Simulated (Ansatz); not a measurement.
# HfH₄ (singlet): from Hartree-Fock to the top rungs, def2-SVP

An exercise on one series of results from a longer session: the logs are not shown, and one member is left open.

Program: Ansatz 0.2.0, Gaussian basis. Level of theory: def2-SVP, core rule «outside noble gas», up to 4 orbitals frozen. These are calculated values, not measurements.

To be run: UHF; CCSD(T) on RHF; CISD; CCSDT(Q) on RHF; CCSDTQ on RHF.

10 further runs of the same task are left out: 7 for a known fault of the program, 3 set aside as unsound or not needed.

## What is computed

The geometry is a PBE0/def2-TZVP stationary point (not a proven minimum). No spin-orbit coupling is included. Elements past krypton take def2 core potentials.

5 atoms, charge 0, spin multiplicity 1.

Atoms are counted from 1 here; the program's logs count them from 0.

Bond lengths: Hf1–H2 1.847 Å, Hf1–H3 1.847 Å, Hf1–H4 1.847 Å, Hf1–H5 1.847 Å. Angles: H2–Hf1–H3 109.5°, H2–Hf1–H4 109.5°, H2–Hf1–H5 109.5°, H3–Hf1–H4 109.5°, H3–Hf1–H5 109.5°, H4–Hf1–H5 109.5°.

Set-up of the first run:

The input, in.yaml:

```yaml
crystal:
  periodic: [false, false, false]
  atoms:
    - {symbol: Hf, position_ang: [0.000000, 0.000000, 0.000000]}
    - {symbol: H, position_ang: [1.065164, 1.067974, 1.066043]}
    - {symbol: H, position_ang: [-1.068670, -1.063768, 1.066739]}
    - {symbol: H, position_ang: [-1.064115, 1.064810, -1.070247]}
    - {symbol: H, position_ang: [1.067621, -1.069016, -1.062534]}
basis:
  gaussian: {orbitals: def2-SVP}
magnetization: {spin_polarized: true, initial_magnetization: 0}
hamiltonian: {xc: hf}
output: {orbitals: {seedname: orbitals}}
```

Command:

```bash
$ ansatz run in.yaml --threads 1 --pin off --events-out ev --progress --plain --max-ram 2816MiB --backend cpu
```

Steps of the session up to this table: UHF; CCSD(T) on RHF; CISD; CCSDT(Q) on RHF; CCSDTQ on RHF.

One of the session's tables, all rows but one given; the rest of the session is left out.

It belongs to the step «Misses and costs». 

| method | from RCCSDTQ (meV) |
| --- | --- |
| RHF | +3749.1 |
| RMP2 | +859.1 |
| CISD | +268.4 |
| RCCSD | +76.1 |
| RCCSD(T) | ? |
| RCCSDT | -0.2 |
| RCCSDT(Q) | 0.0 |
| RCCSDTQ | 0 |

Estimate the missing values for RCCSD(T).

The run gave: from RCCSDTQ (meV): +15.4. In the column «from RCCSDTQ (meV)» it lies between RCCSDTQ (0) and RCCSD (+76.1).
